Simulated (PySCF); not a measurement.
# GaBrClF (SMILES [F][Ga]([Cl])[Br]) at 6 levels

We compute a comparison of 6 runs (HF/3-21G, HF/6-311G**, TPSS/3-21G, B3LYP/6-31G*, TPSSh/cc-pVTZ, MP2/STO-3G) of GaBrClF. 

The results are computed with PySCF 2.14.0.

1 further run of the same task is left out (it didn't finish).

### Step 1. Starting point

GaBrClF has 4 atoms, charge 0, and is taken as a singlet. SMILES: `[F][Ga]([Cl])[Br]`. The coordinates come from a PBE0-D4/def2-TZVP relaxation.

Bond lengths: F1–Ga2 1.735 Å, Ga2–Cl3 2.107 Å, Ga2–Br4 2.246 Å. Angles: F1–Ga2–Cl3 117.5°, F1–Ga2–Br4 118.6°, Cl3–Ga2–Br4 123.8°.

### Step 2. Energy and gradient at HF/3-21G (run 1)

The input, geometry.xyz:

```xyz
4
BrClFGa
F     -1.168700    -0.639800     1.230800
Ga    -0.032500    -0.039300     0.065300
Cl     1.990300    -0.577100     0.310100
Br    -0.789000     1.256300    -1.606200
```

The input, job.py:

```python
# [F][Ga]([Cl])[Br]
import pyscf.grad
from pyscf import gto, scf

mol = gto.Mole()
mol.atom = 'geometry.xyz'
mol.basis = '3-21g'
mol.max_memory = 1860
mol.verbose = 4
mol.build()

mf = scf.RHF(mol)
mf.conv_tol = 1e-10
mf.kernel()
if not mf.converged:
    mf = mf.newton().run(mf.mo_coeff, mf.mo_occ)

e_tot = mf.e_tot
print(f'total energy: {e_tot:.8f} hartree')
grad = mf.Gradients().kernel()
dip = mf.dip_moment()
pop, q = mf.mulliken_pop()
```

Started as:

```sh
$ OMP_NUM_THREADS=1 python job.py
```

The program printed:

```text
PySCF version 2.14.0

[INPUT] num. atoms = 4
[INPUT] num. electrons = 92
[INPUT] charge = 0
[INPUT] spin (= nelec alpha-beta = 2S) = 0
[INPUT] symmetry False subgroup None
[INPUT] Mole.unit = angstrom
[INPUT] Symbol           X                Y                Z      unit          X                Y                Z       unit  Magmom
[INPUT]  1 F     -1.168700000000  -0.639800000000   1.230800000000 AA   -2.208522921779  -1.209046774497   2.325874914115 Bohr   0.0
[INPUT]  2 Ga    -0.032500000000  -0.039300000000   0.065300000000 AA   -0.061416099048  -0.074266236695   0.123399115934 Bohr   0.0
[INPUT]  3 Cl     1.990300000000  -0.577100000000   0.310100000000 AA    3.761121905722  -1.090560946486   0.586004071228 Bohr   0.0
[INPUT]  4 Br    -0.789000000000   1.256300000000  -1.606200000000 AA   -1.490993912282   2.374062930291  -3.035278101276 Bohr   0.0

nuclear repulsion = 628.175967974341
number of shells = 32
number of NR pGTOs = 150
number of NR cGTOs = 66
basis = 3-21g
ecp = {}

[... 39 lines left out ...]
converged SCF energy = -5030.26877602013
total energy: -5030.26877602 hartree
[... 10 lines left out ...]
Dipole moment(X, Y, Z, Debye): -0.33422,  0.47899, -0.60379
[... 32 lines left out ...]
pop of  2 Cl 1s           1.99860
pop of  2 Cl 2s           1.95903
pop of  2 Cl 3s           1.11177
pop of  2 Cl 4s           0.92972
pop of  2 Cl 2px          1.96549
pop of  2 Cl 2py          1.96993
pop of  2 Cl 2pz          1.97041
pop of  2 Cl 3px          0.91456
pop of  2 Cl 3py          1.04025
pop of  2 Cl 3pz          1.05879
pop of  2 Cl 4px          0.70869
pop of  2 Cl 4py          0.90188
pop of  2 Cl 4pz          0.90925
pop of  3 Br 1s           1.99982
pop of  3 Br 2s           1.99681
pop of  3 Br 3s           2.00147
pop of  3 Br 4s           0.75758
pop of  3 Br 5s           1.25272
pop of  3 Br 2px          1.99671
pop of  3 Br 2py          1.99659
pop of  3 Br 2pz          1.99650
pop of  3 Br 3px          1.99157
pop of  3 Br 3py          1.99072
pop of  3 Br 3pz          1.99020
pop of  3 Br 4px          0.80931
pop of  3 Br 4py          0.75916
pop of  3 Br 4pz          0.73347
pop of  3 Br 5px          1.06858
pop of  3 Br 5py          1.01327
pop of  3 Br 5pz          0.94493
pop of  3 Br 3dxy         1.99977
pop of  3 Br 3dyz         1.99914
pop of  3 Br 3dz^2        1.99973
pop of  3 Br 3dxz         1.99964
pop of  3 Br 3dx2-y2      1.99989
 ** Mulliken atomic charges  **
charge of    0F =     -0.48883
charge of    1Ga =      1.22479
charge of    2Cl =     -0.43837
charge of    3Br =     -0.29759
```

It took 8.7 s on 1 thread of Intel Xeon at 2.50GHz (Skylake/Cascade Lake), shared host; peak memory 0.14 GiB.

### Step 3. Energy and gradient at HF/6-311G(d,p) (run 2)

The input, input.py:

```python
import pyscf.grad
from pyscf import gto, scf

system = gto.Mole()
system.atom = '''
F   -1.168700  -0.639800   1.230800
Ga  -0.032500  -0.039300   0.065300
Cl   1.990300  -0.577100   0.310100
Br  -0.789000   1.256300  -1.606200
'''
system.verbose = 4
system.basis = '6-311g**'
system.charge = 0
system.max_memory = 1860
system.build()

mf = scf.RHF(system)
mf.conv_tol = 1e-10
mf.kernel()
if not mf.converged:
    mf = mf.newton().run(mf.mo_coeff, mf.mo_occ)

energy = mf.e_tot
print(f'total energy: {energy:.8f} hartree')
grad = mf.Gradients().kernel()
dip = mf.dip_moment()
pop, q = mf.mulliken_pop()
```

Started as:

```sh
$ OMP_NUM_THREADS=1 python input.py
```

The program printed:

```text
PySCF version 2.14.0

[INPUT] num. atoms = 4
[INPUT] num. electrons = 92
[INPUT] charge = 0
[INPUT] spin (= nelec alpha-beta = 2S) = 0
[INPUT] symmetry False subgroup None
[INPUT] Mole.unit = angstrom
[INPUT] Symbol           X                Y                Z      unit          X                Y                Z       unit  Magmom
[INPUT]  1 F     -1.168700000000  -0.639800000000   1.230800000000 AA   -2.208522921779  -1.209046774497   2.325874914115 Bohr   0.0
[INPUT]  2 Ga    -0.032500000000  -0.039300000000   0.065300000000 AA   -0.061416099048  -0.074266236695   0.123399115934 Bohr   0.0
[INPUT]  3 Cl     1.990300000000  -0.577100000000   0.310100000000 AA    3.761121905722  -1.090560946486   0.586004071228 Bohr   0.0
[INPUT]  4 Br    -0.789000000000   1.256300000000  -1.606200000000 AA   -1.490993912282   2.374062930291  -3.035278101276 Bohr   0.0

nuclear repulsion = 628.175967974341
number of shells = 56
number of NR pGTOs = 247
number of NR cGTOs = 132
basis = 6-311g**
ecp = {}

[... 43 lines left out ...]
converged SCF energy = -5054.71272143238
total energy: -5054.71272143 hartree
[... 10 lines left out ...]
Dipole moment(X, Y, Z, Debye):  0.38630,  0.57795, -0.93598
[... 98 lines left out ...]
pop of  3 Br 2py          0.15727
pop of  3 Br 2pz          0.15721
pop of  3 Br 3px          1.83396
pop of  3 Br 3py          1.83401
pop of  3 Br 3pz          1.83404
pop of  3 Br 4px          1.60856
pop of  3 Br 4py          1.60463
pop of  3 Br 4pz          1.60241
pop of  3 Br 5px          0.36593
pop of  3 Br 5py          0.37076
pop of  3 Br 5pz          0.37337
pop of  3 Br 6px          0.28787
pop of  3 Br 6py          0.26761
pop of  3 Br 6pz          0.25673
pop of  3 Br 7px          1.05346
pop of  3 Br 7py          0.99692
pop of  3 Br 7pz          0.96570
pop of  3 Br 8px          0.55759
pop of  3 Br 8py          0.50960
pop of  3 Br 8pz          0.45544
pop of  3 Br 3dxy         1.55343
pop of  3 Br 3dyz         1.55301
pop of  3 Br 3dz^2        1.55286
pop of  3 Br 3dxz         1.55322
pop of  3 Br 3dx2-y2      1.55339
pop of  3 Br 4dxy         0.42740
pop of  3 Br 4dyz         0.42776
pop of  3 Br 4dz^2        0.42785
pop of  3 Br 4dxz         0.42755
pop of  3 Br 4dx2-y2      0.42742
pop of  3 Br 5dxy         0.02179
pop of  3 Br 5dyz         0.02771
pop of  3 Br 5dz^2        0.02329
pop of  3 Br 5dxz         0.02348
pop of  3 Br 5dx2-y2      0.02109
 ** Mulliken atomic charges  **
charge of    0F =     -0.60338
charge of    1Ga =      1.13604
charge of    2Cl =     -0.30303
charge of    3Br =     -0.22964
```

Run time: 46 s. Hardware: 1 thread of Intel Xeon at 2.50GHz (Skylake/Cascade Lake), shared host; peak memory 0.41 GiB.

### Step 4. Energy and forces at TPSS/3-21G (run 3)

The input, start.xyz:

```xyz
4

F     -1.168700    -0.639800     1.230800
Ga    -0.032500    -0.039300     0.065300
Cl     1.990300    -0.577100     0.310100
Br    -0.789000     1.256300    -1.606200
```

The input, job.py:

```python
import pyscf.grad
from pyscf import gto, dft

molecule = gto.M(
    atom='start.xyz',
    basis='3-21g',
    charge=0,
    verbose=3,
    max_memory=1860,
)

calc0 = dft.RKS(molecule)
calc0.xc = 'tpss'
calc0.conv_tol = 1e-10
calc0.grids.level = 5
calc0.kernel()
if not calc0.converged:
    calc0 = calc0.newton().run(calc0.mo_coeff, calc0.mo_occ)

e_final = calc0.e_tot
print('E = %.10f Eh' % e_final)
grad = calc0.Gradients().kernel()
calc0.analyze()
```

Started as:

```sh
$ OMP_NUM_THREADS=1 python job.py
```

The program printed:

```text
converged SCF energy = -5034.47294280072
E = -5034.4729428007 Eh
--------------- RKS gradients ---------------
         x                y                z
0 F    -0.0130238837    -0.0069034698     0.0132607867
1 Ga     0.0388202770     0.0113430109    -0.0265828287
2 Cl    -0.0329059879     0.0084905076    -0.0036094935
3 Br     0.0070405003    -0.0130294084     0.0169306823
----------------------------------------------
**** MO energy ****
MO #1   energy= -478.445201144226  occ= 2
MO #2   energy= -369.213034289646  occ= 2
MO #3   energy= -100.304110494557  occ= 2
MO #4   energy= -61.5515149071882  occ= 2
MO #5   energy= -55.1675418986683  occ= 2
MO #6   energy= -55.1645905294712  occ= 2
MO #7   energy= -55.164286258066   occ= 2
MO #8   energy= -45.2882295238936  occ= 2
MO #9   energy= -39.9620230301003  occ= 2
MO #10  energy= -39.9604408502485  occ= 2
MO #11  energy= -39.9595569343711  occ= 2
MO #12  energy= -24.2870544103412  occ= 2
MO #13  energy= -9.19117494845038  occ= 2
MO #14  energy= -8.41924778843014  occ= 2
MO #15  energy= -6.97813037341133  occ= 2
MO #16  energy= -6.96992057357932  occ= 2
MO #17  energy= -6.96892781119755  occ= 2
MO #18  energy= -6.22345917948249  occ= 2
MO #19  energy= -6.21230121323186  occ= 2
MO #20  energy= -6.21097710899954  occ= 2
MO #21  energy= -5.33032579049503  occ= 2
MO #22  energy= -3.61146313414857  occ= 2
MO #23  energy= -3.61006228421713  occ= 2
MO #24  energy= -3.60599090250206  occ= 2
MO #25  energy= -2.36779325339699  occ= 2
MO #26  energy= -2.36401396036681  occ= 2
MO #27  energy= -2.36316937539078  occ= 2
MO #28  energy= -2.35488924254365  occ= 2
MO #29  energy= -2.35486828623749  occ= 2
MO #30  energy= -1.07989794313546  occ= 2
MO #31  energy= -0.797915184959674 occ= 2
MO #32  energy= -0.75280778238121  occ= 2
MO #33  energy= -0.683071090363094 occ= 2
MO #34  energy= -0.67961290415052  occ= 2
MO #35  energy= -0.678603939227175 occ= 2
MO #36  energy= -0.676920021967511 occ= 2
MO #37  energy= -0.674188501021731 occ= 2
MO #38  energy= -0.445211509772085 occ= 2
MO #39  energy= -0.374612041142075 occ= 2
MO #40  energy= -0.370269606878431 occ= 2
MO #41  energy= -0.348358720090931 occ= 2
MO #42  energy= -0.321027250154876 occ= 2
MO #43  energy= -0.316456150272987 occ= 2
MO #44  energy= -0.309675777174459 occ= 2
MO #45  energy= -0.294437799763966 occ= 2
MO #46  energy= -0.287814898849026 occ= 2
MO #47  energy= -0.102156540641837 occ= 0
MO #48  energy= -0.0684802269762037 occ= 0
MO #49  energy= 0.044160190741612  occ= 0
MO #50  energy= 0.0575321392206911 occ= 0
MO #51  energy= 0.0944170601561067 occ= 0
MO #52  energy= 0.140737790092035  occ= 0
MO #53  energy= 0.17502162608681   occ= 0
MO #54  energy= 0.22062744089897   occ= 0
MO #55  energy= 0.535565130291245  occ= 0
MO #56  energy= 0.560883662050669  occ= 0
MO #57  energy= 0.562342458456397  occ= 0
MO #58  energy= 0.624010466472963  occ= 0
MO #59  energy= 0.632935275438824  occ= 0
MO #60  energy= 0.63667438976363   occ= 0
MO #61  energy= 0.725003557501242  occ= 0
MO #62  energy= 0.82202174822853   occ= 0
MO #63  energy= 1.78679099904742   occ= 0
MO #64  energy= 1.86404562807334   occ= 0
MO #65  energy= 1.96144688372498   occ= 0
MO #66  energy= 3.18022018812261   occ= 0
 ** Mulliken atomic charges  **
charge of    0F =     -0.30946
charge of    1Ga =      0.69327
charge of    2Cl =     -0.24170
charge of    3Br =     -0.14210
Dipole moment(X, Y, Z, Debye): -0.50935,  0.37729, -0.41090
```

Run time: 41 s. Hardware: 1 thread of Intel Xeon at 2.50GHz (Skylake/Cascade Lake), shared host; peak memory 0.66 GiB.

Runs 4 to 5 aren't shown in full; the table further down has their settings and results.

### Step 5. Energy and gradient at MP2/STO-3G (run 6)

The input, calc.py:

```python
# [F][Ga]([Cl])[Br]
import pyscf.grad
from pyscf import gto, mp

mol = gto.Mole()
mol.atom = '''
F     -2.208523    -1.209047     2.325875
Ga    -0.061416    -0.074266     0.123399
Cl     3.761122    -1.090561     0.586004
Br    -1.490994     2.374063    -3.035278
'''
mol.spin = 0
mol.unit = 'bohr'
mol.basis = 'sto-3g'
mol.max_memory = 1860
mol.verbose = 4
mol.build()

hf = mol.RHF()
hf.conv_tol = 1e-10
hf.kernel()
if not hf.converged:
    hf = hf.newton().run(hf.mo_coeff, hf.mo_occ)

pt = mp.MP2(hf, frozen=24).run()
e_tot = pt.e_tot
print('E(%s) = %.9f' % ('MP2', e_tot))
grad = pt.Gradients().kernel()
dip = hf.dip_moment()
pop, q = hf.mulliken_pop()
```

Started as:

```sh
$ OMP_NUM_THREADS=1 python calc.py
```

The program printed:

```text
PySCF version 2.14.0

[INPUT] num. atoms = 4
[INPUT] num. electrons = 92
[INPUT] charge = 0
[INPUT] spin (= nelec alpha-beta = 2S) = 0
[INPUT] symmetry False subgroup None
[INPUT] Mole.unit = bohr
[INPUT] Symbol           X                Y                Z      unit          X                Y                Z       unit  Magmom
[INPUT]  1 F     -1.168700041393  -0.639800119331   1.230800045449 AA   -2.208523000000  -1.209047000000   2.325875000000 Bohr   0.0
[INPUT]  2 Ga    -0.032499947586  -0.039299874746   0.065299938650 AA   -0.061416000000  -0.074266000000   0.123399000000 Bohr   0.0
[INPUT]  3 Cl     1.990300049890  -0.577100028318   0.310099962308 AA    3.761122000000  -1.090561000000   0.586004000000 Bohr   0.0
[INPUT]  4 Br    -0.789000046418   1.256300036888  -1.606199946407 AA   -1.490994000000   2.374063000000  -3.035278000000 Bohr   0.0

nuclear repulsion = 628.175963417978
number of shells = 24
number of NR pGTOs = 150
number of NR cGTOs = 50
basis = sto-3g
ecp = {}

[... 43 lines left out ...]
converged SCF energy = -4998.31079840823
[... 16 lines left out ...]
Dipole moment(X, Y, Z, Debye): -1.23907,  0.14887,  0.11062
[... 16 lines left out ...]
pop of  1 Ga 4px          0.54340
pop of  1 Ga 4py          0.43729
pop of  1 Ga 4pz          0.52000
pop of  1 Ga 3dxy         1.97300
pop of  1 Ga 3dyz         1.90820
pop of  1 Ga 3dz^2        1.98644
pop of  1 Ga 3dxz         1.97075
pop of  1 Ga 3dx2-y2      1.93919
pop of  2 Cl 1s           1.99997
pop of  2 Cl 2s           1.99892
pop of  2 Cl 3s           1.98972
pop of  2 Cl 2px          1.99201
pop of  2 Cl 2py          1.99832
pop of  2 Cl 2pz          1.99890
pop of  2 Cl 3px          1.54668
pop of  2 Cl 3py          1.89847
pop of  2 Cl 3pz          1.93715
pop of  3 Br 1s           2.00000
pop of  3 Br 2s           1.99979
pop of  3 Br 3s           1.99959
pop of  3 Br 4s           1.96295
pop of  3 Br 2px          1.99996
pop of  3 Br 2py          1.99991
pop of  3 Br 2pz          1.99988
pop of  3 Br 3px          1.99784
pop of  3 Br 3py          1.99529
pop of  3 Br 3pz          1.99341
pop of  3 Br 4px          1.87627
pop of  3 Br 4py          1.71781
pop of  3 Br 4pz          1.61181
pop of  3 Br 3dxy         1.99983
pop of  3 Br 3dyz         1.99934
pop of  3 Br 3dz^2        1.99977
pop of  3 Br 3dxz         1.99972
pop of  3 Br 3dx2-y2      1.99990
 ** Mulliken atomic charges  **
charge of    0F =     -0.26827
charge of    1Ga =      0.78147
charge of    2Cl =     -0.36015
charge of    3Br =     -0.15305
```

Wall time 13 s (1 thread of Intel Xeon at 2.50GHz (Skylake/Cascade Lake), shared host); peak memory 0.2 GiB.

### Step 6. The series

| run | level | integration grid | Cartesian functions | energy (Eh) | dipole moment (D) of the reference | HOMO energy (eV) | LUMO energy (eV) | wall time |
| --- | --- | --- | --- | --- | --- | --- | --- | --- |
| 1 | HF/3-21G | – | no | -5030.268776 | 0.84 | -12.14 | 1.12 | 8.7 s |
| 2 | HF/6-311G** | – | no | -5054.712721 | 1.17 | -12.27 | 1.23 | 46 s |
| 3 | TPSS/3-21G | 5 | no | -5034.472943 | 0.76 | -7.83 | -2.78 | 41 s |
| 4 | B3LYP/6-31G* (Cartesian functions) | 5 | yes | -5058.696371 | 0.90 | -8.84 | -2.49 | 96 s |
| 5 | TPSSh/cc-pVTZ | 5 | no | -5059.253362 | 0.95 | -8.50 | -2.52 | 5.8 min |
| 6 | MP2/STO-3G | – | no | -4998.381929 | 1.25 | -8.89 | 4.31 | 13 s |

### Step 7. Results

| quantity | value |
| --- | --- |
| run 6: total energy | -4998.38193 Eh |
| run 6: dipole moment (Hartree–Fock density) | 1.25 D |
| run 6: HOMO energy (Hartree–Fock orbitals) | -8.89 eV |
| run 6: LUMO energy (Hartree–Fock orbitals) | 4.31 eV |
| run 6: HOMO–LUMO gap (Hartree–Fock orbitals) | 13.21 eV |
| run 6: correlation energy (24 core orbitals frozen) | -71.1 mEh |
| run 6: largest force on an atom | 3.417 eV/Å |

What this shows: Over runs 1, 2, 3, 4, 5 the dipole moment (its size) runs from 0.76 D (TPSS/3-21G) to 1.17 D (HF/6-311G**). The two ends differ in method and basis. Over runs 1, 2, 3, 4, 5 the HOMO–LUMO gap runs from 5.05 eV (TPSS/3-21G) to 13.50 eV (HF/6-311G**). Totals of different functionals can't be ranked against each other. In run 6 the basis is minimal, so the values are rough. All runs together took 9.2 min, the longest 5.8 min.
